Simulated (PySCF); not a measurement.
# Al₃O⁺: structure of the singlet

The task is one start of a wider search on Al₃O⁺: the singlet, from a trigonal planar start. It is relaxed, tested by its Hessian and followed downhill if it is a saddle.

Computed with PySCF 2.14.0. Level: PBE0, basis O def2-TZVP, Al def2-TZVP, no relativity, density fitting.

## 1. The starting structure

4 atoms, charge 1, spin multiplicity 1.

Bond lengths: O1–Al2 1.852 Å, O1–Al3 1.852 Å, O1–Al4 1.852 Å. Angles: Al2–O1–Al3 120.0°, Al2–O1–Al4 120.0°, Al3–O1–Al4 120.0°.

```xyz
4
charge 1 multiplicity 1
O     0.0000    0.0000    0.0000
Al    1.8522    0.0000    0.0000
Al   -0.9261    1.6041    0.0000
Al   -0.9261   -1.6041    0.0000
```

## 2. Relaxation: trigonal planar start, singlet

The steps below are one call of a driver around PySCF. For each, scf.py gives the equivalent set-up of the SCF; relaxations use the driver's own optimiser. Before each start the driver seeks the lowest SCF state from one or more starting densities and follows internal instabilities, so scf.py alone need not reach the same state.

The program finds D3h symmetry in the start, which this walk keeps. The walk stops when the largest gradient is under 0.0003 Eh/bohr and the energy has settled too.

Contents of scf.py:

```python
from pyscf import gto, scf, dft
mol = gto.M(atom='''
O      0.000000     0.000000    -0.000000
Al     1.852228    -0.000024    -0.000000
Al    -0.926093     1.604088    -0.000000
Al    -0.926134    -1.604064     0.000000''',
    basis={'O': 'def2-TZVP', 'Al': 'def2-TZVP'},
    charge=1, spin=0)
mf = dft.RKS(mol, xc='PBE0')
mf.grids.atom_grid = (50, 194)
aux = {'O': 'def2-universal-JKFIT', 'Al': 'def2-universal-JKFIT'}
mf = mf.density_fit(auxbasis=aux)
mf.kernel()
```

Energy and gradient, step by step:

| step | energy (Eh) | change (kJ/mol) | largest symmetric gradient (Eh/bohr) |
| --- | --- | --- | --- |
| 0 | -801.983079 | 0.00 | 0.00772 |
| 1 | -801.983480 | -1.05 | 0.00434 |
| 2 | -801.983676 | -1.57 | 0.00026 |
| 3 | -801.983676 | -1.57 | 0.00001 |

The walk ran for 10 s (4 threads, shared host).

Positions (Å) and forces (eV/Å) along the way:

```
step 0
O    0.000   0.000   0.000  -0.004   0.000   0.000
Al   1.852   0.000   0.000   0.397   0.000   0.000
Al  -0.926   1.604   0.000  -0.197   0.344   0.000
Al  -0.926  -1.604   0.000  -0.197  -0.344   0.000
step 1
O    0.000   0.000   0.000  -0.004   0.000   0.000
Al   1.864   0.000   0.000   0.224   0.000   0.000
Al  -0.932   1.614   0.000  -0.110   0.194   0.000
Al  -0.932  -1.614   0.000  -0.110  -0.194   0.000
step 2
O    0.000   0.000   0.000  -0.005   0.000   0.000
Al   1.879   0.000   0.000   0.014   0.000   0.000
Al  -0.940   1.627   0.000  -0.005   0.013   0.000
Al  -0.940  -1.627   0.000  -0.005  -0.013   0.000
step 3
O    0.000   0.000   0.000  -0.005   0.000   0.000
Al   1.880   0.000   0.000   0.001   0.000   0.000
Al  -0.940   1.628   0.000   0.002   0.001   0.000
Al  -0.940  -1.628   0.000   0.002  -0.001   0.000
```

End point (D3h, 3 steps, 1.6 kJ/mol gained): O–Al 1.880 Å (×3); Al–O–Al 120.0° (×3).

## 3. Is it a minimum? Harmonic modes

The point is checked on the finer grid, and tightened if its gradient asks for it. The Hessian and the dipole derivatives come from central differences of analytic gradients, with steps of 0.01 bohr.

Edit scf.py of step 2 so:

```diff
@@ -3,4 +3,4 @@
-O      0.000000     0.000000    -0.000000
-Al     1.852228    -0.000024    -0.000000
-Al    -0.926093     1.604088    -0.000000
-Al    -0.926134    -1.604064     0.000000''',
+O      0.000000    -0.000000     0.000000
+Al     1.880070    -0.000024     0.000000
+Al    -0.940014     1.628201    -0.000000
+Al    -0.940056    -1.628177     0.000000''',
@@ -10 +10 @@
-mf.grids.atom_grid = (50, 194)
+mf.grids.atom_grid = (75, 302)
```

The driver hands on the density of the step before, so the log starts near convergence.

Log of the central SCF (cycles and frontier levels):

```text
init E= -801.983693900356
  HOMO = -0.414032795305489  LUMO = -0.244943618207747  gap/eV = 4.60115
cycle= 1 E= -801.983693898636  delta_E= 1.72e-09  |g|= 0.00011  |ddm|= 7.43e-05
  HOMO = -0.414040187584564  LUMO = -0.24494870588921  gap/eV = 4.60121
cycle= 2 E= -801.983693891201  delta_E= 7.44e-09  |g|= 0.000229  |ddm|= 0.000155
  HOMO = -0.414035137657285  LUMO = -0.244945183289436  gap/eV = 4.60117
cycle= 3 E= -801.983693900877  delta_E= -9.68e-09  |g|= 5.11e-07  |ddm|= 0.000105
  HOMO = -0.414035164762595  LUMO = -0.244945172166584  gap/eV = 4.60117
cycle= 4 E= -801.983693900877  delta_E=    0  |g|= 1.84e-08  |ddm|= 6.94e-07
  HOMO = -0.414035166574792  LUMO = -0.244945174689149  gap/eV = 4.60117
Extra cycle  E= -801.983693900879  delta_E= -1.71e-12  |g|= 3.89e-08  |ddm|= 4.1e-08
converged SCF energy = -801.983693900879
```

The whole step took 30 s.

Geometry: D3h; O–Al 1.880 Å (×3); Al–O–Al 120.0° (×3).

Harmonic modes (main isotopes):

| symmetry | ω (cm⁻¹) | IR (km/mol) | μ (u) |
| --- | --- | --- | --- |
| e' | 126 | 6.8 | 25.28 |
| a2'' | 197 | 0.0 | 17.15 |
| a1' | 367 | 0.0 | 26.98 |
| e' | 476 | 503 | 17.91 |

Every mode is real; the point is a minimum.

Properties at this point:

```yaml
Dipole_moment_about_the_centre_of_mass: 0.00 D
Highest_occupied_level: -11.27 eV
Lowest_empty_level: -6.67 eV
Rotational_constants: 0.1178, 0.1178, 0.05892 cm⁻¹
Zero-point_energy: 10.6 kJ/mol
Principal_polarisabilities: 88.4, 108.6, 108.6 bohr³
Principal_traceless_quadrupole_moments_about_the_centre_of_mass: -5.84, 2.92, 2.92 D Å
Entropy_at_298.15_K_and_1_bar: 309.1 J/(mol K)
Heat_capacity_Cp_at_298.15_K: 74.5 J/(mol K)
Enthalpy_at_298.15_K_above_0_K: 17.18 kJ/mol
Rotational_symmetry_number: 6
```

Populations by atom (charges in e):

```csv
atom,Mulliken,Löwdin,polar tensor,Mayer order to O1
O1,-0.42,-0.04,-0.95,–
"Al2,3,4",0.47,0.35,0.65,0.72
```

Outer orbital energies (eV). occupied: -79.14, -32.29, -17.98, -17.98, -15.60, -12.76, -11.27, -11.27; empty: -6.67, -6.67, -5.96, -5.79.

Mulliken populations on O1: s 3.72, p 4.70, d 0.00, f 0.00.

## 4. What came out

| quantity | value |
| --- | --- |
| minimum | singlet, D3h |
| geometry | O–Al 1.880 Å (×3); Al–O–Al 120.0° (×3) |
| wavenumbers (cm⁻¹) | 126 (e'), 197 (a2''), 367 (a1'), 476 (e') |
| dipole moment (centre of mass) | 0.00 D |
| highest occupied, lowest empty level | -11.27, -6.67 eV |
| polar-tensor charge of O1 | -0.95 e |
| zero-point energy | 10.6 kJ/mol |
| entropy at 298.15 K | 309.1 J/(mol K) |

What this shows: The trigonal planar start keeps its D3h symmetry and ends in a minimum. The strongest infrared band lies at 476 cm⁻¹ (e'). Only this shape and spin were tried, so other structures or states may lie lower.

The search up to here took 42 s.
